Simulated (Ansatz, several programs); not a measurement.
Ga4Sb3As as one 8-atom ordering (R3m) on the zincblende lattice, relaxed with r2SCAN in Ansatz (plane waves, PAW): the symmetry is R3m (No. 160, trigonal); a = 4.264 Å, c = 41.668 Å in the conventional setting, 27.33 Å³ an atom. Around As lie 4 Ga at 2.46–2.57 Å; around Sb lie 4 Ga at 2.63–2.66 Å; around Sb lie 4 Ga at 2.63–2.65 Å; around Ga lie 3 As at 2.57 Å and 1 Sb at 2.66 Å; around Ga lie 4 Sb at 2.63–2.65 Å; around Ga lie 1 As at 2.46 Å and 3 Sb at 2.63 Å. The cell was then scaled with its shape and fractional coordinates held, which makes it stiffer than a relaxed compression. Values at 0 K without nuclear motion; spin polarisation is off, and the phase may be a hypothetical one.

| V (Å³/atom) | E (meV/atom) |
| --- | --- |
| 25.694 | 19.48 |
| 27.334 | 0.00 |
| 28.154 | 4.14 |
| 28.974 | 15.61 |

**Question.** Pass a cubic E = c₀ + c₁u + c₂u² + c₃u³, with u = V − 27.539 Å³, through these points.

**Answer.** c₀ = 0.27, c₁ = +2.612, c₂ = 6.255, c₃ = -0.4360 (meV and Å³).

**Question.** Where is the minimum, and what bulk modulus follows?

**Answer.** dE/du = 0 at u = -0.204, so V₀ = 27.33 Å³. B = V₀ d²E/dV² = 27.33 × (2c₂ + 6c₃u) = 27.33 × 13.045 = 357 meV/Å³, and 1 meV/Å³ is 0.16022 GPa: 57 GPa. A third-order Birch-Murnaghan fit to all five points gives 27.33 Å³ and 57 GPa.

**Question.** Predict the energy and the pressure at the withheld volume, 26.514 Å³.

**Answer.** With u = -1.025: E ≈ 4.63 meV and P = −dE/dV ≈ +1.86 GPa. The run gives 4.57 meV and, from its stress, +1.85 GPa.
